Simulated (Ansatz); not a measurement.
# Al₂GaH (triplet): from Hartree-Fock to the top rungs, cc-pVTZ

One table from this session's results is given with a row withheld; the runs are named, their logs left out.

Computed with Ansatz 0.2.0, Gaussian basis. Level: cc-pVTZ, core rule «outside noble gas», up to 24 orbitals frozen.

To be run: UHF; CCSD(T) on ROHF; CCSD(T) on UHF; BCCD(T) on ROHF; CCSDT(Q) on ROHF; CCSDT(Q) on UHF.

7 further runs of the same task are left out: 1 that didn't finish, 6 set aside as unsound or not needed. Runs told in other sessions of the task aren't counted.

## The system

The geometry is a PBE0/def2-TZVP stationary point (not a proven minimum). No spin-orbit coupling is included. The filled d shell of Ga may be among the frozen orbitals whatever the setting's name suggests.

4 atoms, charge 0, spin multiplicity 3.

Atoms are counted from 1 here; the program's logs count them from 0.

Bond lengths: Al1–Al2 2.585 Å, Al1–H4 1.925 Å, Al2–Ga3 2.597 Å, Al2–H4 1.870 Å. Angles: Al2–Al1–H4 46.2°, Al1–Al2–Ga3 98.6°, Al1–Al2–H4 48.0°, Ga3–Al2–H4 50.7°, Al1–H4–Al2 85.9°.

The first run:

Contents of in.yaml:

```yaml
crystal:
  periodic: [false, false, false]
  atoms:
    - {symbol: Al, position_ang: [0.000000, 0.651584, 2.580537]}
    - {symbol: Al, position_ang: [0.000000, -1.242085, 0.821113]}
    - {symbol: Ga, position_ang: [0.000000, 0.219542, -1.325862]}
    - {symbol: H, position_ang: [0.000000, 0.620606, 0.656125]}
basis:
  gaussian: {orbitals: cc-pVTZ}
magnetization: {spin_polarized: true, initial_magnetization: 2}
hamiltonian: {xc: hf}
output: {orbitals: {seedname: orbitals}}
```

Command:

```sh
> ansatz run in.yaml --threads 1 --pin off --events-out ev --progress --plain --max-ram 4096MiB --backend cpu
```

Among the steps run: UHF; CCSD(T) on ROHF; CCSD(T) on UHF; BCCD(T) on ROHF; CCSDT(Q) on ROHF; CCSDT(Q) on UHF.

One of the session's tables, all rows but one given; the rest of the session is left out.

It belongs to the step «Misses and costs». 

```
   method  from RCCSDT(Q) (kJ/mol)
     ROHF                   +646.9
      UHF                        ?
     RMP2                   +132.2
     UMP2                   +156.3
    RCCSD                    +49.1
    UCCSD                    +47.4
 RCCSD(T)                     +9.0
 UCCSD(T)                     +9.9
  BCCD(T)                     +9.1
   RCCSDT                     +3.8
   UCCSDT                     +3.3
RCCSDT(Q)                        0
UCCSDT(Q)                     -0.5
```

Q: Estimate the row for UHF from the others.

The run gave: from RCCSDT(Q) (kJ/mol): +614.6. In the column «from RCCSDT(Q) (kJ/mol)» it lies between UMP2 (+156.3) and ROHF (+646.9).

With the free atoms at the same levels and basis (separate runs), the atomisation energy is 5.924 eV at RCCSDT(Q), 5.865 eV at RCCSD(T), 5.850 eV at UCCSD(T), 3.676 eV at ROHF.

Limits of these values: Restricted and unrestricted rows rest on different reference determinants; a gap between their highest levels can come from leftover correlation error, from unlike frozen cores or from another state.
